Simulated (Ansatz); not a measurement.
# CH4GeO: the cost of one run

The runs use Ansatz 0.2.0, Gaussian basis; PBE0-D4/def2-TZVP structures, single points in def2-TZVPP, no counterpoise correction.

Levels: SPW92, PBE-D4, BLYP-D4, r2SCAN-D4, B97M-V, PBE0-D4, B3LYP-D4, r2SCAN0-D4, BHLYP-D4, CAM-B3LYP-D4, wB97X-V, wB97M-V, B2PLYP, PBE-QIDH, RPA on PBE, Hartree-Fock, MP2, CCSD, CCSD(T).

Correlated methods freeze the cores. Filled d shells of the heavier atoms are correlated. B3LYP uses VWN-RPA correlation. B2PLYP carries no dispersion term here.

56 further runs of the same task are left out: 56 set aside as unsound or not needed.

## (1) Starting geometry

The complex: 9 atoms, charge 0, spin multiplicity 1.

Atoms are counted from 1 here; the program's logs count them from 0.

Bond lengths: Ge1–O3 1.786 Å, Ge1–H6 1.600 Å, H2–H5 0.752 Å, O3–C4 1.407 Å, C4–H7 1.099 Å, C4–H8 1.095 Å, C4–H9 1.094 Å. Angles: O3–Ge1–H6 92.3°, Ge1–O3–C4 120.7°, O3–C4–H7 112.6°, O3–C4–H8 109.7°, O3–C4–H9 109.5°, H7–C4–H8 108.3°, H7–C4–H9 108.4°, H8–C4–H9 108.2°.

Coordinates:

```xyz
9

Ge   -0.8010   -0.6674    1.0611
H    -2.4091   -0.6763   -1.1073
O     0.6549   -0.4584    0.0479
C     1.3925    0.7388    0.0896
H    -2.5740    0.0101   -0.8487
H    -1.0723   -2.1335    0.4811
H     0.9966    1.4542    0.8236
H     1.3797    1.2142   -0.8963
H     2.4325    0.5183    0.3491
```

Its parts: CH4GeO holds atoms 1, 3, 4, 6, 7, 8, 9; H2 holds atoms 2, 5. Each part counts its atoms afresh in its own runs.

## (2) Relaxing CH4GeO alone

The input, relax-a/in.yaml:

```yaml
crystal:
  periodic: [false, false, false]
  atoms:
    - {symbol: Ge, position_ang: [-0.801018, -0.667366, 1.061074]}
    - {symbol: O, position_ang: [0.654905, -0.458389, 0.047879]}
    - {symbol: C, position_ang: [1.392537, 0.738796, 0.089641]}
    - {symbol: H, position_ang: [-1.072326, -2.133524, 0.481135]}
    - {symbol: H, position_ang: [0.996634, 1.454175, 0.823571]}
    - {symbol: H, position_ang: [1.379700, 1.214184, -0.896333]}
    - {symbol: H, position_ang: [2.432510, 0.518335, 0.349103]}
basis:
  gaussian: {orbitals: def2-TZVP}
hamiltonian: {xc: pbe0, dispersion: d4}
relax: {f_tol: 0.005, max_steps: 200}
```

Launch:

```console
$ ansatz run in.yaml --threads 4 --pin off --events-out ev --progress --plain --max-ram 9574MiB
```

**Question.** How long does this run take on 4 threads of Arm Neoverse V1, shared host?

About 10 s.
